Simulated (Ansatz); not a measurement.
# BGeH5O: the cost of one run

Computed with Ansatz 0.2.0, driven from Python. The levels of theory stand in the script.

## 1. The system

Bond lengths: B1–Ge2 1.956 Å, Ge2–O3 1.785 Å, B1–H4 1.130 Å, B1–H5 1.229 Å, Ge2–H6 1.561 Å, Ge2–H7 1.572 Å, O3–H8 1.051 Å. Angles: B1–Ge2–O3 107.9°, B1–Ge2–H6 110.0°, B1–Ge2–H7 109.8°, O3–Ge2–H6 110.5°, O3–Ge2–H7 110.1°, H6–Ge2–H7 108.5°, Ge2–B1–H4 122.3°, Ge2–B1–H5 121.7°, H4–B1–H5 116.0°, Ge2–O3–H8 101.3°.

No structure file is read: the coordinates are typed or built in the script.

## 2. The code

The input, run_methods.py:

```python
'''One geometry of BGeH5O, method by method.'''

from pathlib import Path

import ansatz as az
from ase import Atoms
import numpy as np

atoms = Atoms(['B', 'Ge', 'O', 'H', 'H', 'H', 'H', 'H'], positions=[
    [-1.079, 0.6417, -0.7738],
    [0.4955, 0.0302, 0.2126],
    [0.1994, -1.6519, 0.7325],
    [-1.9819, -0.0174, -0.9369],
    [-1.1484, 1.7765, -1.2399],
    [0.7408, 0.9507, 1.4495],
    [1.7621, 0.0938, -0.716],
    [1.1037, -1.8806, 1.2161],
])
system = az.Crystal.molecule_from_ase(atoms)

calc = system.calculation().basis(gaussian='def2-SVP')

print('functional    E (Ha)        dipole (D)   HOMO (eV)  LUMO (eV)')
for name in ['hf', 'lda', 'pbe0', 'pbe', 'revpbe', 'r2scan']:
    data = calc.functional(name).forces().orbitals().run(threads=1, pin='off', runs_dir='runs').report
    lines = Path(data['orbitals_path']).read_text().splitlines()
    field_of = lambda key: [line.split('=')[1].strip() for line in lines if line.startswith(key)]
    orbitals = [(27.211386 * float(e), s, float(n)) for e, s, n in zip(field_of('Ene='), field_of('Spin='), field_of('Occup='))]
    homo = max(e for e, _, n in orbitals if n > 0.5)
    lumo = min(e for e, _, n in orbitals if n < 0.5)
    dipole = 4.803205 * np.linalg.norm(data['charge_distribution']['dipole_moment_e_ang'])
    print(f'{name:10s} {data["free_energy_ev"] / 27.211386246:14.6f} {dipole:9.3f} {homo:11.3f} {lumo:10.3f}')
```

## 3. The input behind the calls

The engine receives this input (first run):

```yaml
crystal:
  periodic: [false, false, false]
  atoms:
    - { symbol: B, position_ang: [-1.079, 0.6417, -0.7738] }
    - { symbol: Ge, position_ang: [0.4955, 0.0302, 0.2126] }
    - { symbol: O, position_ang: [0.1994, -1.6519, 0.7325] }
    - { symbol: H, position_ang: [-1.9819, -0.0174, -0.9369] }
    - { symbol: H, position_ang: [-1.1484, 1.7765, -1.2399] }
    - { symbol: H, position_ang: [0.7408, 0.9507, 1.4495] }
    - { symbol: H, position_ang: [1.7621, 0.0938, -0.716] }
    - { symbol: H, position_ang: [1.1037, -1.8806, 1.2161] }
basis:
  gaussian:
    orbitals: def2-SVP
hamiltonian:
  xc: hf
output:
  orbitals: {}
  forces: true
```

## 4. Running it

On the command line:

```console
$ python run_methods.py
```

Q: Estimate wall time and peak memory on 1 thread of Arm Neoverse V1, shared host.

About 16 s, with a peak of 0.23 GiB.
